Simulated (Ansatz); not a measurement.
**C3H11N3OW: one species, many methods**

One table from this session's results is given with a row withheld; the runs are named, their logs left out.

Program: Ansatz 0.2.0, Gaussian basis. Level of theory: functionals in def2-TZVPP, the program's frozen cores in correlated methods. These are calculated values, not measurements.

Plan: LDA (SPW92), PBE-D4, revPBE-D4, BLYP-D4, r2SCAN-D4, B97M-V, PBE0-D4, B3LYP-D4, r2SCANh-D4, r2SCAN0-D4, HSE06-D4, BHLYP-D4, CAM-B3LYP-D4, LC-ωPBE, ωB97X-V, ωB97M-V, B2PLYP, PBE-QIDH; CCSD(T)/def2-SVP; CCSD(T)/def2-TZVPP; MP2/def2-QZVPP; extrapolation to the limit; RPA on PBE.

### The relaxed structure

All runs share one geometry, relaxed beforehand with PBE0-D4 in a triple-zeta def2 set. W takes the def2 core potential; no spin-orbit term is included.

SMILES `C[N]=[W]([NH2])(=[O])[N](C)C`, 19 atoms, charge 0, spin multiplicity 1.

Atoms are counted from 1 here; the program's logs count them from 0.

Bond lengths: C1–N2 1.420 Å, C1–H9 1.096 Å, C1–H10 1.096 Å, C1–H11 1.096 Å, N2–W3 1.759 Å, W3–N4 1.962 Å, W3–O5 1.722 Å, W3–N6 1.950 Å, N4–H12 1.007 Å, N4–H13 1.008 Å, N6–C7 1.447 Å, N6–C8 1.443 Å, C7–H14 1.098 Å, C7–H15 1.098 Å, C7–H16 1.092 Å, C8–H17 1.089 Å, C8–H18 1.099 Å, C8–H19 1.099 Å. Angles: N2–C1–H9 110.3°, N2–C1–H10 112.4°, N2–C1–H11 110.3°, H9–C1–H10 108.2°, H9–C1–H11 107.3°, H10–C1–H11 108.3°, C1–N2–W3 154.2°, N2–W3–N4 106.5°, N2–W3–O5 114.7°, N2–W3–N6 106.0°, N4–W3–O5 109.3°, N4–W3–N6 111.7°, O5–W3–N6 108.6°, W3–N4–H12 125.0°, W3–N4–H13 123.1°, H12–N4–H13 111.3°, W3–N6–C7 119.4°, W3–N6–C8 127.7° and more.

Coordinates:

```
atom    x (Å)    y (Å)    z (Å)
  C1   1.7006  -1.8702  -1.8501
  N2   1.2494  -0.8810  -0.9368
  W3   0.5497   0.6732  -0.5030
  N4   1.9108   1.6265   0.5407
  O5   0.0743   1.6477  -1.8402
  N6  -1.0296   0.2704   0.5675
  C7  -2.0147   1.3053   0.7968
  C8  -1.3650  -0.9761   1.2116
  H9   1.1658  -2.8122  -1.6841
 H10   1.5527  -1.5725  -2.8940
 H11   2.7670  -2.0705  -1.6980
 H12   2.7320   1.2040   0.9412
 H13   1.9419   2.6315   0.6167
 H14  -2.0825   1.5595   1.8630
 H15  -3.0079   0.9773   0.4627
 H16  -1.7655   2.2148   0.2461
 H17  -0.6219  -1.7368   0.9778
 H18  -2.3494  -1.3332   0.8789
 H19  -1.4076  -0.8578   2.3029
```

The first run:

File in.yaml:

```yaml
crystal:
  periodic: [false, false, false]
  atoms:
    - {symbol: C, position_ang: [1.700583, -1.870190, -1.850052]}
    - {symbol: N, position_ang: [1.249409, -0.881046, -0.936831]}
    - {symbol: W, position_ang: [0.549743, 0.673228, -0.502984]}
    - {symbol: N, position_ang: [1.910805, 1.626539, 0.540746]}
    - {symbol: O, position_ang: [0.074257, 1.647719, -1.840180]}
    - {symbol: N, position_ang: [-1.029626, 0.270389, 0.567454]}
    - {symbol: C, position_ang: [-2.014671, 1.305269, 0.796842]}
    - {symbol: C, position_ang: [-1.365006, -0.976131, 1.211618]}
    - {symbol: H, position_ang: [1.165760, -2.812178, -1.684118]}
    - {symbol: H, position_ang: [1.552749, -1.572531, -2.893967]}
    - {symbol: H, position_ang: [2.766987, -2.070524, -1.698025]}
    - {symbol: H, position_ang: [2.731967, 1.204012, 0.941228]}
    - {symbol: H, position_ang: [1.941918, 2.631519, 0.616696]}
    - {symbol: H, position_ang: [-2.082524, 1.559532, 1.863041]}
    - {symbol: H, position_ang: [-3.007901, 0.977326, 0.462730]}
    - {symbol: H, position_ang: [-1.765514, 2.214827, 0.246115]}
    - {symbol: H, position_ang: [-0.621863, -1.736798, 0.977823]}
    - {symbol: H, position_ang: [-2.349448, -1.333165, 0.878930]}
    - {symbol: H, position_ang: [-1.407627, -0.857775, 2.302934]}
basis:
  gaussian: {orbitals: def2-TZVPP}
hamiltonian: {xc: lda}
output: {orbitals: {seedname: orbitals}}
```

Run with:

```bash
ansatz run in.yaml --threads 4 --pin off --events-out ev --progress --plain --max-ram 66560MiB --backend cuda --devices 0, --max-vram 37GiB
```

Steps of the session up to this table: LDA; PBE-D4 (GGA); revPBE-D4 (GGA); BLYP-D4 (GGA); r2SCAN-D4 (meta-GGA); B97M-V (meta-GGA); PBE0-D4 (hybrid); B3LYP-D4 (hybrid); r2SCANh-D4 (hybrid); r2SCAN0-D4 (hybrid); HSE06-D4 (hybrid); BHLYP-D4 (hybrid); CAM-B3LYP-D4 (range-separated); LC-ωPBE (range-separated); ωB97X-V (range-separated); ωB97M-V (range-separated); B2PLYP (double hybrid); PBE-QIDH (double hybrid).

One of the session's tables, all rows but one given; the rest of the session is left out.

It belongs to the step «Orbital energies across the functionals». 

```
  functional  HOMO (eV)  gap (eV)
 LDA (SPW92)      -5.37      3.96
      PBE-D4      -5.22      4.00
   revPBE-D4      -5.16      4.01
     BLYP-D4      -5.11      4.01
   r2SCAN-D4      -5.46      4.38
      B97M-V      -5.58      4.54
     PBE0-D4      -6.48      6.10
    B3LYP-D4      -6.28      5.68
  r2SCANh-D4      -5.94      5.17
  r2SCAN0-D4          ?         ?
    HSE06-D4      -6.08      5.33
    BHLYP-D4      -7.68      8.28
CAM-B3LYP-D4      -7.81      8.53
     LC-ωPBE      -9.10     10.97
     ωB97X-V      -8.76     10.53
     ωB97M-V      -8.68     10.16
```

**Question.** Estimate the row for r2SCAN0-D4.

Worked estimate for «HOMO (eV)». Against the share of exact exchange, r2SCAN-D4 (0, -5.46), r2SCANh-D4 (0.1, -5.94) give a slope of -4.80 per unit share; at 0.25 the line stands at -6.66.

As computed: HOMO (eV): -6.65; gap (eV): 6.36. In «HOMO (eV)» the line misses by -0.01.
